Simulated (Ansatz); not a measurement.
# BiAu2: the cost of one run

Method: DFT r2SCAN, scalar-relativistic, plane waves, PAW, in Ansatz 0.2.0.

1 further run of the same task is left out (set aside as unsound or not needed).

## Step 1: Starting point

It takes space group Fd-3m (No. 227, cubic). Conventional cell: a = 8.026 Å, b = 8.026 Å, c = 8.026 Å, α = 90.00°, β = 90.00°, γ = 90.00°. Bi (site symmetry -43m) is surrounded by 12 Au at 3.33 Å and 4 Bi at 3.48 Å. Au (site symmetry -3m) is surrounded by 6 Au at 2.84 Å.

As a file:

```cif
data_structure
_symmetry_space_group_name_H-M 'P 1'
_symmetry_Int_Tables_number 1
_cell_length_a 5.6749
_cell_length_b 5.6749
_cell_length_c 5.6749
_cell_angle_alpha 60.000
_cell_angle_beta 60.000
_cell_angle_gamma 60.000
_cell_volume 129.23
loop_
_atom_site_label
_atom_site_type_symbol
_atom_site_fract_x
_atom_site_fract_y
_atom_site_fract_z
_atom_site_occupancy
Bi1 Bi 0.50000 0.50000 0.50000 1
Bi2 Bi 0.75000 0.75000 0.75000 1
Au1 Au 0.12500 0.12500 0.12500 1
Au2 Au 0.62500 0.12500 0.12500 1
Au3 Au 0.12500 0.12500 0.62500 1
Au4 Au 0.12500 0.62500 0.12500 1
```

This cell was relaxed beforehand with the same method: volume 21.54 Å³/atom, gap on the mesh none (metal).

## Step 2: Electronic structure at the relaxed geometry

input.yaml reads:

```yaml
crystal:
  lattice:
    - [0.0, 4.0127813005, 4.0127813005]
    - [4.0127813005, 0.0, 4.0127813005]
    - [4.0127813005, 4.0127813005, 0.0]
  atoms:
    - { symbol: Bi, position: [0.5, 0.5, 0.5] }
    - { symbol: Bi, position: [0.75, 0.75, 0.75] }
    - { symbol: Au, position: [0.125, 0.125, 0.125] }
    - { symbol: Au, position: [0.625, 0.125, 0.125] }
    - { symbol: Au, position: [0.125, 0.125, 0.625] }
    - { symbol: Au, position: [0.125, 0.625, 0.125] }
basis:
  ecutwfc: 500
kpoints:
  mp_grid: { grid: [8, 8, 8] }
  band_path:
    path:
      - [[0.0, 0.0, 0.0], [0.5, 0.0, 0.5], [0.625, 0.25, 0.625]]
      - [[0.375, 0.375, 0.75], [0.0, 0.0, 0.0], [0.5, 0.5, 0.5], [0.5, 0.25, 0.75], [0.5, 0.0, 0.5]]
    npoints: 14
hamiltonian:
  xc: r2scan
scf:
  occupations: { method: gaussian, width: 0.1 }
  n_extra_bands: 15
output:
  forces: true
  stress: true
  eigenvalues: true
  populations: true
  dos: { projected: true, de: 0.02, nscf_kmesh: { grid: [12, 12, 12] } }
  bader: true
  write_density: true
  write_potential: true
  elf: true
  volumetric_format: npy
```

The run is started by

```sh
$ ansatz run input.yaml --threads 1 --pin off --max-ram 2560MiB --backend cpu --events-out ev --progress --plain --runs-dir out
```

**Question.** How long does this run take on 1 thread of Arm Neoverse V1, shared host, and how much memory does it need?

About 2.5 min, with a peak of 0.97 GiB.
